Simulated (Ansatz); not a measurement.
**C2H7ClGe: up Jacob's ladder to CCSD(T)**

One table from this session's results is given with a row withheld; the runs are named, their logs left out.

Computed with Ansatz 0.2.0, Gaussian basis. Level: functionals in def2-TZVPP, the program's frozen cores in correlated methods.

Plan: LDA (SPW92), PBE-D4, revPBE-D4, BLYP-D4, r2SCAN-D4, B97M-V, PBE0-D4, B3LYP-D4, r2SCANh-D4, r2SCAN0-D4, HSE06-D4, BHLYP-D4, CAM-B3LYP-D4, LC-ωPBE, ωB97X-V, ωB97M-V, B2PLYP, PBE-QIDH; CCSD(T)/def2-SVP; CCSD(T)/def2-TZVPP; MP2/def2-QZVPP; extrapolation to the limit; RPA on PBE.

### The geometry

An earlier PBE0-D4 in a triple-zeta def2 set relaxation fixed the geometry.

SMILES `[CH3][GeH]([CH3])[Cl]`, 11 atoms, charge 0, spin multiplicity 1.

Atoms are counted from 1 here; the program's logs count them from 0.

Bond lengths: C1–Ge2 1.942 Å, C1–H5 1.091 Å, C1–H6 1.092 Å, C1–H7 1.090 Å, Ge2–C3 1.942 Å, Ge2–Cl4 2.173 Å, Ge2–H8 1.540 Å, C3–H9 1.091 Å, C3–H10 1.092 Å, C3–H11 1.090 Å. Angles: Ge2–C1–H5 109.8°, Ge2–C1–H6 110.1°, Ge2–C1–H7 110.2°, H5–C1–H6 109.0°, H5–C1–H7 108.9°, H6–C1–H7 108.9°, C1–Ge2–C3 113.3°, C1–Ge2–Cl4 106.7°, C1–Ge2–H8 112.1°, C3–Ge2–Cl4 106.7°, C3–Ge2–H8 112.0°, Cl4–Ge2–H8 105.4°, Ge2–C3–H9 109.8°, Ge2–C3–H10 110.1°, Ge2–C3–H11 110.2°, H9–C3–H10 109.0°, H9–C3–H11 108.9°, H10–C3–H11 108.9°.

Geometry (Å):

```tsv
atom	x (Å)	y (Å)	z (Å)
C1	-0.97871	1.33094	-0.15489
Ge2	-0.43393	-0.53259	-0.09582
C3	1.41076	-0.77616	0.46169
Cl4	-0.57726	-1.28960	-2.12789
H5	-0.30887	1.89114	-0.80816
H6	-0.94130	1.76399	0.84683
H7	-1.99577	1.41332	-0.53795
H8	-1.40617	-1.39309	0.73173
H9	2.07264	-0.20708	-0.19202
H10	1.54077	-0.42763	1.48834
H11	1.68333	-1.83014	0.40894
```

Set-up of the first run:

File in.yaml:

```yaml
crystal:
  periodic: [false, false, false]
  atoms:
    - {symbol: C, position_ang: [-0.978708, 1.330943, -0.154887]}
    - {symbol: Ge, position_ang: [-0.433930, -0.532593, -0.095817]}
    - {symbol: C, position_ang: [1.410764, -0.776159, 0.461690]}
    - {symbol: Cl, position_ang: [-0.577263, -1.289602, -2.127890]}
    - {symbol: H, position_ang: [-0.308869, 1.891142, -0.808164]}
    - {symbol: H, position_ang: [-0.941298, 1.763991, 0.846832]}
    - {symbol: H, position_ang: [-1.995774, 1.413322, -0.537949]}
    - {symbol: H, position_ang: [-1.406169, -1.393093, 0.731733]}
    - {symbol: H, position_ang: [2.072641, -0.207080, -0.192023]}
    - {symbol: H, position_ang: [1.540774, -0.427634, 1.488339]}
    - {symbol: H, position_ang: [1.683334, -1.830137, 0.408937]}
basis:
  gaussian: {orbitals: def2-TZVPP}
hamiltonian: {xc: lda}
output: {orbitals: {seedname: orbitals}}
```

Started as:

```
$ ansatz run in.yaml --threads 4 --pin off --events-out ev --progress --plain --max-ram 10444MiB
```

Among the steps run: LDA; PBE-D4 (GGA); revPBE-D4 (GGA); BLYP-D4 (GGA); r2SCAN-D4 (meta-GGA); B97M-V (meta-GGA); B3LYP-D4 (hybrid); r2SCANh-D4 (hybrid); r2SCAN0-D4 (hybrid); HSE06-D4 (hybrid); BHLYP-D4 (hybrid); CAM-B3LYP-D4 (range-separated); LC-ωPBE (range-separated); ωB97X-V (range-separated); ωB97M-V (range-separated); B2PLYP (double hybrid); PBE-QIDH (double hybrid).

One of the session's tables, all rows but one given; the rest of the session is left out.

It belongs to the step «Frontier levels by functional». 

```
  functional  HOMO (eV)  LUMO (eV)  gap (eV)
 LDA (SPW92)      -7.06      -0.67      6.39
      PBE-D4      -6.94      -0.38      6.55
   revPBE-D4      -6.89      -0.27      6.62
     BLYP-D4      -6.78      -0.30      6.48
   r2SCAN-D4      -7.26      -0.05      7.21
      B97M-V      -7.37      -0.03      7.35
     PBE0-D4      -8.27       0.57      8.85
    B3LYP-D4      -8.02       0.30      8.32
  r2SCANh-D4      -7.75       0.28      8.03
  r2SCAN0-D4      -8.48       0.77      9.25
    HSE06-D4      -7.87       0.20      8.07
    BHLYP-D4      -9.47       1.50     10.97
CAM-B3LYP-D4      -9.62       1.60     11.22
     LC-ωPBE     -11.02       2.83     13.85
     ωB97X-V     -10.65       2.69     13.34
     ωB97M-V          ?          ?         ?
```

Estimate the missing values for ωB97M-V.

As computed: HOMO (eV): -10.50; LUMO (eV): 2.40; gap (eV): 12.89. In the column «HOMO (eV)» it lies between ωB97X-V (-10.65) and CAM-B3LYP-D4 (-9.62).
